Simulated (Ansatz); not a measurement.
**CsPbCl3: the cell at several levels of theory**

Cell and atoms of the published phase of CsPbCl3 (Pm-3m) are relaxed in turn with PBE, r2SCAN, PBEsol and LDA.

The runs shown are made with Ansatz 0.2.0. PAW datasets, plane waves, zero pressure. Calculated at 0 K for a non-magnetic cell.

### 1 The structure to begin with

Space group Pm-3m (No. 221), cubic; a = 5.605 Å in the conventional setting, 35.22 Å³ an atom. Cs has 12 Cl at 3.96 Å; Pb has 6 Cl at 2.80 Å; Cl has 2 Pb at 2.80 Å and 4 Cs at 3.96 Å.

As a file:

```xyz
5
Lattice="5.6050 0.0000 0.0000 0.0000 5.6050 0.0000 0.0000 0.0000 5.6050" Properties=species:S:1:pos:R:3 pbc="T T T"
Cs    0.0000    0.0000    0.0000
Pb    2.8025    2.8025    2.8025
Cl    2.8025    2.8025    0.0000
Cl    0.0000    2.8025    2.8025
Cl    2.8025    0.0000    2.8025
```

### 2 PBE: cell and atoms

The input, input.yaml:

```yaml
crystal:
  lattice:
    - [5.605, 0.0, 0.0]
    - [0.0, 5.605, 0.0]
    - [0.0, 0.0, 5.605]
  atoms:
    - { symbol: Cs, position: [0.0, 0.0, 0.0] }
    - { symbol: Pb, position: [0.5, 0.5, 0.5] }
    - { symbol: Cl, position: [0.5, 0.5, 0.0] }
    - { symbol: Cl, position: [0.0, 0.5, 0.5] }
    - { symbol: Cl, position: [0.5, 0.0, 0.5] }
kpoints:
  mp_grid: { grid: [4, 4, 4] }
hamiltonian:
  xc: pbe
scf:
  occupations: { method: fermi_dirac, width: 0.02 }
relax:
  f_tol: 0.005
  cell: {}
```

Command:

```
$ ansatz run input.yaml --threads 2 --pin off --max-ram 29491MiB --backend cpu --events-out ev --progress --plain --runs-dir out
```

Further steps of the session: Relaxing with r2SCAN; PBEsol: cell and atoms; Relaxation with LDA.

Q: Predict the outcome of this session. Wanted: for each run, a; volume; space group; SCF geometries.

As calculated:

```
 level  a (Å)  volume (Å³/atom)  space group  SCF geometries
   PBE  5.740            37.829        Pm-3m               5
r2SCAN  5.677            36.587        Pm-3m               4
PBEsol  5.626            35.607        Pm-3m               5
   LDA  5.529            33.799        Pm-3m               5
```

What this shows: The first relaxation changed the volume by +7.4 % from the start. LDA gives the smallest cell and PBE the largest; they differ by 11.9 % in volume, a mean of 3.8 % in length.
